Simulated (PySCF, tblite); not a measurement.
# C28H17B: electronic excitations, NMR shifts, part 2 of 2

tblite 0.8.0 and PySCF 2.14.0. Atoms count from 0. Earlier steps stand in the parts before.

## (4) NMR shifts: GIAO mPW1PW91/pcSseg-1

Job settings and geometry (Å):

```
{"job": {"kind": "nmr", "basis": "pcSseg-1", "pop": false, "xc": "mPW1PW91"}, "charge": 0, "multiplicity": 1}
B      2.885991     1.961474    -0.836767
C      1.385254     1.624276    -0.589217
C      0.227395     2.348142    -0.660513
C     -1.024765     1.755699    -0.371465
C     -2.207083     2.522051    -0.450913
C     -3.421200     1.976240    -0.179139
C     -3.555103     0.618473     0.195748
C     -4.846042     0.048547     0.482439
C     -6.046835     0.779060     0.415898
C     -7.257087     0.198168     0.698068
C     -7.331051    -1.148560     1.061396
C     -6.182612    -1.889805     1.136440
C     -4.932341    -1.314576     0.852218
C     -3.745765    -2.085463     0.931578
C     -2.534433    -1.541447     0.660539
C     -2.392603    -0.178572     0.284678
C     -1.107108     0.391695    -0.000904
C      0.100232    -0.346877     0.068810
C      1.295618     0.248991    -0.214466
C      2.638470    -0.339083    -0.199288
C      2.982226    -1.656853     0.114519
C      4.299645    -2.033518     0.076788
C      5.313100    -1.117809    -0.271984
C      6.668979    -1.504320    -0.311755
C      7.642300    -0.608778    -0.652293
C      7.302130     0.716149    -0.968709
C      5.997912     1.123575    -0.940123
C      4.965180     0.226324    -0.592901
C      3.604158     0.612119    -0.552520
H      3.336369     2.987777    -1.157973
H      0.245061     3.393230    -0.939937
H     -2.126785     3.561506    -0.735293
H     -4.295322     2.601727    -0.253889
H     -6.033996     1.820899     0.139419
H     -8.162457     0.785011     0.638375
H     -8.289448    -1.595122     1.280933
H     -6.217830    -2.933282     1.415965
H     -3.828702    -3.125285     1.215382
H     -1.659381    -2.166231     0.734085
H      0.084307    -1.388643     0.347164
H      2.219748    -2.373304     0.383659
H      4.581188    -3.049667     0.317100
H      6.923123    -2.525915    -0.066951
H      8.678153    -0.912583    -0.680261
H      8.083574     1.412157    -1.236733
H      5.735573     2.142007    -1.183227
```

Method: GIAO mPW1PW91/pcSseg-1 NMR shielding, non-relativistic, gas phase.

What it wrote:

```text
start: PBE on a coarse grid of 39580 points
cycle   1  E = -1100.1244106378  dE =  4.997e+00  |g| = 8.862e-01  |ddm| = 8.729e+00
cycle   2  E = -1099.9517981492  dE =  1.726e-01  |g| = 1.180e+00  |ddm| = 3.318e+00
cycle   3  E = -1100.2848579085  dE = -3.331e-01  |g| = 4.848e-01  |ddm| = 2.266e+00
cycle   4  E = -1100.3539329890  dE = -6.908e-02  |g| = 1.139e-01  |ddm| = 6.879e-01
cycle   5  E = -1100.3573737373  dE = -3.441e-03  |g| = 4.464e-02  |ddm| = 2.317e-01
cycle   6  E = -1100.3578133569  dE = -4.396e-04  |g| = 2.328e-02  |ddm| = 7.780e-02
cycle   7  E = -1100.3579639178  dE = -1.506e-04  |g| = 8.882e-03  |ddm| = 3.904e-02
final grid: 369569 points
cycle   8  E = -1101.7336164436  dE = -1.485e-02  |g| = 4.388e-02  |ddm| = 9.790e-01
cycle   9  E = -1101.7335094679  dE =  1.070e-04  |g| = 4.690e-02  |ddm| = 1.175e-01
cycle  10  E = -1101.7340648926  dE = -5.554e-04  |g| = 1.916e-02  |ddm| = 9.183e-02
cycle  11  E = -1101.7341678560  dE = -1.030e-04  |g| = 3.888e-03  |ddm| = 2.831e-02
cycle  12  E = -1101.7341702141  dE = -2.358e-06  |g| = 1.706e-03  |ddm| = 7.771e-03
cycle  13  E = -1101.7341707142  dE = -5.001e-07  |g| = 6.119e-04  |ddm| = 2.790e-03
cycle  14  E = -1101.7341695060  dE =  1.208e-06  |g| = 2.750e-04  |ddm| = 1.074e-03
cycle  15  E = -1101.7341685785  dE =  9.276e-07  |g| = 6.596e-05  |ddm| = 4.993e-04
converged SCF energy = -1101.7341685785

GIAO shielding tensors (ppm)
atom      isotropic    diamagn.    paramagn.     s11        s22        s33       span
  0 B       35.988     201.137    -165.149     -1.069      7.506    101.526    102.595
  1 C       36.782     254.620    -217.837    -45.979     -8.679    165.006    210.985
  2 C       39.668     253.138    -213.470    -53.260     25.274    146.991    200.251
  3 C       48.646     260.830    -212.184    -22.407    -15.431    183.775    206.182
  4 C       50.414     251.643    -201.229    -51.302     45.210    157.335    208.637
  5 C       59.812     257.918    -198.106    -44.238     49.150    174.523    218.761
  6 C       51.597     254.713    -203.117    -26.616     -1.104    182.510    209.126
  7 C       52.148     241.430    -189.281    -28.064     -1.122    185.631    213.695
  8 C       57.516     240.519    -183.003    -47.886     42.396    178.038    225.925
  9 C       53.687     249.040    -195.353    -55.938     41.491    175.509    231.447
 10 C       53.500     255.592    -202.092    -56.161     39.745    176.915    233.076
 11 C       51.605     236.157    -184.552    -49.586     43.777    160.624    210.210
 12 C       49.619     258.256    -208.637    -28.590    -14.771    192.218    220.808
 13 C       52.413     254.464    -202.051    -48.711     49.676    156.275    204.985
 14 C       59.419     255.034    -195.614    -46.588     49.517    175.329    221.917
 15 C       53.765     250.828    -197.063    -20.531     -1.893    183.721    204.252
 16 C       47.611     253.484    -205.873    -24.980     -9.917    177.730    202.709
 17 C       68.540     262.735    -194.195    -19.390     50.591    174.420    193.810
 18 C       28.072     260.037    -231.965    -60.381     13.188    131.410    191.791
 19 C       22.287     252.611    -230.324    -71.238      3.071    135.028    206.266
 20 C       62.692     254.377    -191.685    -36.873     48.888    176.062    212.935
 21 C       42.402     258.155    -215.753    -58.648     30.225    155.630    214.277
 22 C       48.247     254.294    -206.047    -22.628    -20.498    187.867    210.496
 23 C       51.346     236.146    -184.800    -50.693     43.908    160.822    211.515
 24 C       54.808     253.586    -198.779    -53.611     42.930    175.103    228.714
 25 C       51.926     251.876    -199.950    -58.295     39.534    174.538    232.833
 26 C       51.897     240.754    -188.857    -51.225     40.628    166.289    217.514
 27 C       44.117     250.206    -206.090    -32.680    -21.044    186.074    218.754
 28 C       36.230     262.097    -225.867    -32.245    -15.640    156.575    188.820
 29 H       24.062      35.518     -11.457     20.457     23.173     28.555      8.098
 30 H       23.406      35.782     -12.376     18.581     23.376     28.259      9.678
 31 H       23.581      33.860     -10.279     18.186     24.261     28.295     10.109
 32 H       22.774      36.156     -13.382     15.059     23.828     29.434     14.375
 33 H       22.630      34.203     -11.574     15.171     23.255     29.462     14.291
 34 H       23.665      24.647      -0.982     18.852     24.836     27.306      8.454
 35 H       23.745      23.383       0.362     19.337     25.003     26.896      7.559
 36 H       23.491      28.897      -5.406     18.135     24.045     28.291     10.156
 37 H       23.441      36.296     -12.855     17.488     24.331     28.503     11.015
 38 H       22.726      38.530     -15.804     14.710     23.584     29.884     15.174
 39 H       22.971      40.083     -17.112     14.880     23.301     30.732     15.853
 40 H       23.616      37.609     -13.993     17.936     23.942     28.971     11.035
 41 H       23.521      35.205     -11.685     18.966     23.410     28.187      9.221
 42 H       23.788      27.573      -3.786     19.209     23.982     28.172      8.962
 43 H       24.061      22.601       1.460     20.037     25.057     27.091      7.054
 44 H       23.915      25.559      -1.645     19.852     24.663     27.229      7.377
 45 H       23.052      33.371     -10.319     17.607     23.420     28.128     10.520
```

It took 2.9 min on 2 threads of Arm Neoverse N1, shared host; peak memory 2.1 GiB.

Shifts follow as δ = σ(reference) − σ, with reference shieldings (ppm) from runs at the same level and on the same kind of geometry: 1H TMS 31.77, 13C TMS 186.1, 11B BF3·OEt2 100.1. The references are single molecules in the gas phase.

```csv
atoms,environment,σ (ppm),δ (ppm)
C19,substituted aromatic carbon,22.3,163.8
C18,substituted aromatic carbon,28.1,158.0
C28,substituted aromatic carbon,36.2,149.8
C1,substituted aromatic carbon,36.8,149.3
C2,aromatic CH,39.7,146.4
C21,aromatic CH,42.4,143.7
C27,ring-fusion aromatic carbon,44.1,141.9
C16,ring-fusion aromatic carbon,47.6,138.5
C22,ring-fusion aromatic carbon,48.2,137.8
C3,ring-fusion aromatic carbon,48.6,137.4
C12,ring-fusion aromatic carbon,49.6,136.4
C4,aromatic CH,50.4,135.6
C23,aromatic CH,51.3,134.7
C6,ring-fusion aromatic carbon,51.6,134.5
C11,aromatic CH,51.6,134.5
C26,aromatic CH,51.9,134.2
C25,aromatic CH,51.9,134.1
C7,ring-fusion aromatic carbon,52.1,133.9
C13,aromatic CH,52.4,133.6
C10,aromatic CH,53.5,132.6
C9,aromatic CH,53.7,132.4
C15,ring-fusion aromatic carbon,53.8,132.3
C24,aromatic CH,54.8,131.3
C8,aromatic CH,57.5,128.5
C14,aromatic CH,59.4,126.6
C5,aromatic CH,59.8,126.3
C20,aromatic CH,62.7,123.4
C17,aromatic CH,68.5,117.5
H33,hydrogen on an aromatic CH,22.63,9.14
H38,hydrogen on an aromatic CH,22.73,9.04
H32,hydrogen on an aromatic CH,22.77,8.99
H39,hydrogen on an aromatic CH,22.97,8.79
H45,hydrogen on an aromatic CH,23.05,8.71
H30,hydrogen on an aromatic CH,23.41,8.36
H37,hydrogen on an aromatic CH,23.44,8.33
H36,hydrogen on an aromatic CH,23.49,8.28
H41,hydrogen on an aromatic CH,23.52,8.25
H31,hydrogen on an aromatic CH,23.58,8.19
H40,hydrogen on an aromatic CH,23.62,8.15
H34,hydrogen on an aromatic CH,23.66,8.10
```

Ring of atoms B0, C1, C18, C19, C28: NICS(0) 16.7, NICS(1) 7.2, NICS(1)zz 30.5 ppm (means of both faces).

Ring of atoms C1, C2, C3, C16, C17, C18: NICS(0) -1.3, NICS(1) -5.7, NICS(1)zz -10.1 ppm (means of both faces).

Ring of atoms C3, C4, C5, C6, C15, C16: NICS(0) -5.4, NICS(1) -9.1, NICS(1)zz -20.1 ppm (means of both faces).

## (5) What came out

The summary covers parts 1 to 2.

| quantity | value |
| --- | --- |
| lowest singlet (PBE/6-31G*) | 2.08 eV (597 nm), f = 0.013 |
| brightest single state of those computed | state 5, 3.23 eV, f = 0.522 |
| lowest triplet | 1.72 eV |
| vertical electron affinity (ΔSCF) | 1.26 eV |
| surface potential, 1st and 99th percentile | -0.61 V and 0.98 V |
| 13C shifts against TMS (mPW1PW91/pcSseg-1) | 163.8, 158.0, 149.8, 149.3, 146.4, 143.7, 141.9, 138.5, 137.8, 137.4, 136.4, 135.6, 134.7, 134.5 ppm and more |
| 1H shifts against TMS (mPW1PW91/pcSseg-1) | 9.14, 9.04, 8.99, 8.79, 8.71, 8.36, 8.33, 8.28, 8.25, 8.19, 8.15, 8.10, 8.02, 7.98 ppm and more |
| 11B shifts against BF3·OEt2 (mPW1PW91/pcSseg-1) | 64.1 ppm |

In words: The lowest singlet, at 2.08 eV, is HOMO→LUMO 0.93 and is weak; of the 8 states computed, the strongest absorption comes from state 5 at 3.23 eV. State 1 absorbs in the visible (597 nm). The lowest triplet lies 0.36 eV below the lowest singlet. By nearest atom (PBE/6-31G*), the HOMO sits on C18, C28 about 10 % each; C5 7 % and the LUMO on B0 27 %; C19, C21 about 9 % each. NICS(1)zz of 31 ppm above the planar ring from B0 marks a paratropic (antiaromatic) ring current. NICS(1)zz of -20 ppm above the planar ring from C3 marks a diatropic (aromatic) ring current.
